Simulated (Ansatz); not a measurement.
# MoNH (nonet): the correlation ladder, def2-QZVPP

One table from this session's results is given with a row withheld; the runs are named, their logs left out.

Computed with Ansatz 0.2.0, Gaussian basis. Level: def2-QZVPP, core rule «outside noble gas», up to 5 orbitals frozen.

Plan: UHF; ROHF; CCSD(T) on UHF.

## What is computed

The geometry is a PBE0/def2-TZVP stationary point (not a proven minimum) of the parent state, kept for this charge and spin. No spin-orbit coupling is included. Elements past krypton take def2 core potentials.

3 atoms, charge 0, spin multiplicity 9.

Atoms are counted from 1 here; the program's logs count them from 0.

Bond lengths: Mo1–N2 2.057 Å, N2–H3 1.028 Å. Angles: Mo1–N2–H3 115.2°.

Geometry (Å):

```
Mo    0.00000    0.01078    0.28231
N     0.00000   -0.12924   -1.77039
H     0.00000    0.76980   -2.26989
```

The first run:

in.yaml reads:

```yaml
crystal:
  periodic: [false, false, false]
  atoms:
    - {symbol: Mo, position_ang: [0.000000, 0.010781, 0.282315]}
    - {symbol: N, position_ang: [0.000000, -0.129244, -1.770393]}
    - {symbol: H, position_ang: [0.000000, 0.769802, -2.269895]}
basis:
  gaussian: {orbitals: "def2-QZVPP.json"}
magnetization: {spin_polarized: true, initial_magnetization: 8}
hamiltonian: {xc: hf}
output: {orbitals: {seedname: orbitals}}
```

Command:

```sh
> ansatz run in.yaml --threads 1 --pin off --events-out ev --progress --plain --max-ram 4096MiB --backend cpu
```

Among the steps run: UHF; ROHF; CCSD(T) on UHF.

One table of the session follows, with a row left open; its other results are not shown here.

It belongs to the step «Misses and costs». 

| method | from UCCSD(T) (kJ/mol) |
| --- | --- |
| ROHF | ? |
| UHF | +714.5 |
| UMP2 | +83.6 |
| UCCSD | +22.0 |
| UCCSD(T) | 0 |

Q: Estimate the row for ROHF from the others.

As computed: from UCCSD(T) (kJ/mol): +739.8. In the column «from UCCSD(T) (kJ/mol)» it is the highest.
